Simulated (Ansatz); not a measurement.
**CH7BFNO2Si: molecular dynamics**

The plan is to follow the molecule's vibrations and see whether its bonds hold. The start is relaxed first. Runs: 223 steps of 0.5 fs under a Langevin thermostat at 1500 K. SMILES of the start: CO[SiH](F)B(N)O.

Method: UKS BLYP/STO-3G, in Ansatz 0.2.0.

## 1. The structure to begin with

Bond lengths: C1–O2 1.471 Å, O2–Si3 1.725 Å, Si3–F4 1.609 Å, Si3–B5 1.968 Å, B5–N6 1.512 Å, B5–O7 1.495 Å, C1–H8 1.071 Å, C1–H9 1.143 Å, C1–H10 1.080 Å, Si3–H11 1.508 Å, N6–H12 1.058 Å, N6–H13 1.047 Å, O7–H14 0.953 Å. Angles (14 of 20 angles, heavy atoms first): C1–O2–Si3 109.8°, O2–Si3–F4 112.2°, O2–Si3–B5 108.7°, F4–Si3–B5 107.3°, Si3–B5–N6 119.9°, Si3–B5–O7 120.3°, N6–B5–O7 119.8°, O2–C1–H8 105.9°, O2–C1–H9 107.0°, O2–C1–H10 109.8°, O2–Si3–H11 110.5°, F4–Si3–H11 109.7°, B5–Si3–H11 108.3°, B5–N6–H12 105.2°.

Coordinates:

```xyz
14

C    -0.4938   -2.1887    0.1364
O    -1.3477   -1.1260   -0.4167
Si   -1.1419    0.3226    0.4973
F    -2.3435    1.3664    0.2629
B     0.5189    1.2048   -0.0818
N     0.6620    1.6777   -1.5106
O     1.6262    1.4429    0.8935
H    -0.6479   -3.0436   -0.4894
H    -0.8409   -2.3720    1.2097
H     0.5417   -1.8827    0.0994
H    -1.0231    0.0075    1.9671
H     1.5355    1.2049   -1.8736
H     0.8026    2.7155   -1.5085
H     2.1390    0.6415    0.8432
```

## 2. Preparing the start

input.yaml reads:

```yaml
crystal:
  periodic: [false, false, false]
  atoms:
    - { symbol: C, position_ang: [-0.4938, -2.1887, 0.1364] }
    - { symbol: O, position_ang: [-1.3477, -1.126, -0.4167] }
    - { symbol: Si, position_ang: [-1.1419, 0.3226, 0.4973] }
    - { symbol: F, position_ang: [-2.3435, 1.3664, 0.2629] }
    - { symbol: B, position_ang: [0.5189, 1.2048, -0.0818] }
    - { symbol: "N", position_ang: [0.662, 1.6777, -1.5106] }
    - { symbol: O, position_ang: [1.6262, 1.4429, 0.8935] }
    - { symbol: H, position_ang: [-0.6479, -3.0436, -0.4894] }
    - { symbol: H, position_ang: [-0.8409, -2.372, 1.2097] }
    - { symbol: H, position_ang: [0.5417, -1.8827, 0.0994] }
    - { symbol: H, position_ang: [-1.0231, 0.0075, 1.9671] }
    - { symbol: H, position_ang: [1.5355, 1.2049, -1.8736] }
    - { symbol: H, position_ang: [0.8026, 2.7155, -1.5085] }
    - { symbol: H, position_ang: [2.139, 0.6415, 0.8432] }
magnetization:
  spin_polarized: true
basis:
  gaussian: { orbitals: STO-3G }
hamiltonian:
  xc: blyp
relax:
  f_tol: 0.02
  max_steps: 40
```

Started as:

```
> ansatz run input.yaml --threads 1 --pin off --max-ram 2048MiB --backend cpu --events-out ev --progress --plain --runs-dir out
```

The runs that follow: The run.

Q: Predict the outcome of this session. Wanted: relaxation of the start; temperature, first and last step; temperature, second half; potential energy, second half; bonds formed or broken.

The runs gave:

| quantity | value |
| --- | --- |
| relaxation of the start | 27 moves, 2.954 eV lower |
| length | 223 steps of 0.5 fs |
| temperature, first and last step | 1393 and 739 K |
| temperature, second half | mean 805 K, from 551 to 1128 K |
| potential energy, second half | +95 meV/atom from the start |
| bonds formed or broken | 0 |

**Reading.** Against a set 1500 K the second half averages 805 K with a spread of 128 K; 95 meV/atom has gone into potential energy, and a thermostat that acts over some 200 fs has not made it up in 112 fs. The bonding pattern survives the run. Averages from a run of 112 fs with 14 atoms are rough. The nuclei move classically, without zero-point motion, which matters most for hydrogen. The basis is very small, so the numbers are rough.
